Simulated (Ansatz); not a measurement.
# FH3NOY: taking an electron away

How much energy removes an electron from FH3NOY at fixed geometry? The cation is run at each level and the neutral's energy taken from earlier runs.

The runs use Ansatz 0.2.0, Gaussian basis; unrestricted cation, the program's frozen cores in correlated methods.

The runs, in order: UKS PBE-D4/def2-TZVPP; UKS r2SCAN-D4/def2-TZVPP; UKS PBE0-D4/def2-TZVPP; UKS B3LYP-D4/def2-TZVPP; UKS wB97X-V/def2-TZVPP; UKS wB97M-V/def2-TZVPP; UKS B2PLYP/def2-TZVPP; UHF-CCSD(T)/def2-TZVPP; UHF-MP2/def2-QZVPP; extrapolation to the limit; then −ε(HOMO) from the neutral's earlier runs with LDA (SPW92), PBE-D4, revPBE-D4, BLYP-D4, r2SCAN-D4, B97M-V, PBE0-D4, B3LYP-D4, r2SCANh-D4, r2SCAN0-D4, HSE06-D4, BHLYP-D4, CAM-B3LYP-D4, LC-ωPBE, ωB97X-V, ωB97M-V.

**1. The geometry**

An earlier PBE0-D4 in a triple-zeta def2 set relaxation fixed the geometry. Y takes the def2 core potential; no spin-orbit term is included.

7 atoms, charge 0, spin multiplicity 1.

Atoms are counted from 1 here; the program's logs count them from 0.

Bond lengths: N1–Y2 2.143 Å, N1–H5 1.013 Å, N1–H6 1.013 Å, Y2–O3 2.022 Å, Y2–F4 2.016 Å, O3–H7 0.952 Å. Angles: Y2–N1–H5 126.9°, Y2–N1–H6 126.9°, H5–N1–H6 106.2°, N1–Y2–O3 117.0°, N1–Y2–F4 117.5°, O3–Y2–F4 125.5°, Y2–O3–H7 170.7°.

**2. Cation, UKS PBE-D4/def2-TZVPP**

Contents of in.yaml:

```yaml
crystal:
  periodic: [false, false, false]
  atoms:
    - {symbol: N, position_ang: [-1.140573, 1.019577, 0.352537]}
    - {symbol: Y, position_ang: [0.029076, -0.655262, -0.293353]}
    - {symbol: O, position_ang: [2.031772, -0.524360, -0.048115]}
    - {symbol: F, position_ang: [-0.953034, -2.225900, -1.088525]}
    - {symbol: H, position_ang: [-2.148505, 1.112899, 0.302184]}
    - {symbol: H, position_ang: [-0.798072, 1.876697, 0.770092]}
    - {symbol: H, position_ang: [2.979337, -0.603662, 0.005180]}
basis:
  gaussian: {orbitals: def2-TZVPP}
total_charge: 1
magnetization: {spin_polarized: true, initial_magnetization: 1}
hamiltonian: {xc: pbe, dispersion: d4}
```

Command:

```
$ ansatz run in.yaml --threads 2 --pin off --events-out ev --progress --plain --max-ram 32768MiB --backend cpu
```

Further steps of the session: Cation, UKS r2SCAN-D4/def2-TZVPP; Cation, UKS PBE0-D4/def2-TZVPP; Cation, UKS B3LYP-D4/def2-TZVPP; Cation, UKS wB97X-V/def2-TZVPP; Cation, UKS wB97M-V/def2-TZVPP; Cation, UKS B2PLYP (frozen core)/def2-TZVPP; Cation, UHF-CCSD(T)/def2-TZVPP; Cation, UHF-MP2/def2-QZVPP.

Before running them: what should the planned runs give, taken together? Wanted: ionisation energy, CCSD(T)/CBS; nearest functional by difference; nearest −ε(HOMO); −ε(HOMO) of PBE; T1 of the cation.

As calculated:

| quantity | value |
| --- | --- |
| ionisation energy, CCSD(T)/CBS | 9.33 eV |
| nearest functional by difference | B3LYP-D4 (-0.10 eV) |
| nearest −ε(HOMO) | ωB97X-V (-0.07 eV) |
| −ε(HOMO) of PBE | 5.51 eV |
| T1 of the cation | 0.015 |

**Reading.** By cation minus neutral, the functionals miss by 0.35 eV at most. The PBE orbital energy is 3.8 eV too small: a semilocal HOMO is no ionisation energy. Among orbital estimates ωB97X-V comes nearest. Hartree-Fock falls 1.68 eV short, as the neutral has more correlation energy than the cation. Correlated methods include outer-core shells of Y, which these sets cover unevenly.
